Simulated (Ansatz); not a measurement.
# SnTe: the cell at several levels of theory

The task here is to estimate one member of a computed series from the others.

Program: Ansatz 0.2.0. PAW datasets, plane waves, zero pressure. Computed at 0 K without zero-point motion; spin polarisation is off.

**The cell**

This is the cell as the run starts from it, not yet at rest; its lengths are not the crystal's.

The symmetry is Fm-3m (No. 225, cubic); a = 5.901 Å in the conventional setting, 25.68 Å³ an atom. Near Sn stand 6 Te at 2.95 Å; near Te stand 6 Sn at 2.95 Å.

Structure file:

```cif
data_structure
_symmetry_space_group_name_H-M 'Fm-3m'
_symmetry_Int_Tables_number 225
_cell_length_a 5.9008
_cell_length_b 5.9008
_cell_length_c 5.9008
_cell_angle_alpha 90.000
_cell_angle_beta 90.000
_cell_angle_gamma 90.000
_cell_volume 205.47
loop_
_atom_site_label
_atom_site_type_symbol
_atom_site_symmetry_multiplicity
_atom_site_Wyckoff_symbol
_atom_site_fract_x
_atom_site_fract_y
_atom_site_fract_z
_atom_site_occupancy
Sn1 Sn 4 a 0.00000 0.00000 0.00000 1
Te1 Te 4 b 0.50000 0.00000 0.00000 1
```

The first run:

The input, input.yaml:

```yaml
crystal:
  lattice:
    - [0.0, 2.950418, 2.950418]
    - [2.950418, 0.0, 2.950418]
    - [2.950418, 2.950418, 0.0]
  atoms:
    - { symbol: Sn, position: [0.0, 0.0, 0.0] }
    - { symbol: Te, position: [0.5, 0.5, 0.5] }
kpoints:
  mp_grid: { grid: [6, 6, 6] }
hamiltonian:
  xc: pbe
scf:
  occupations: { method: fermi_dirac, width: 0.02 }
relax:
  f_tol: 0.005
  cell: {}
```

Started as:

```bash
> ansatz run input.yaml --threads 4 --pin off --max-ram 7372MiB --backend cpu --events-out ev --progress --plain --runs-dir out
```

Among the steps run: Relaxing with PBE; Relaxation with r2SCAN; PBEsol: cell and atoms; Relaxation with LDA; Relaxing with HSE06.

One table of the session follows, with a row left open; its other results are not shown here.

```
 level  a (Å)  volume (Å³/atom)
   PBE  6.411            32.932
r2SCAN  6.379            32.441
PBEsol      ?                 ?
   LDA  6.234            30.290
 HSE06  6.364            32.224
```

Q: Estimate the row for PBEsol from the others.

**Answer.** a (Å): 6.286; volume (Å³/atom): 31.043. In the column «a (Å)» it lies between LDA (6.234) and HSE06 (6.364).

Caveats from the session: The calculation is for a static lattice, without the thermal expansion and zero-point motion that a measured cell holds.
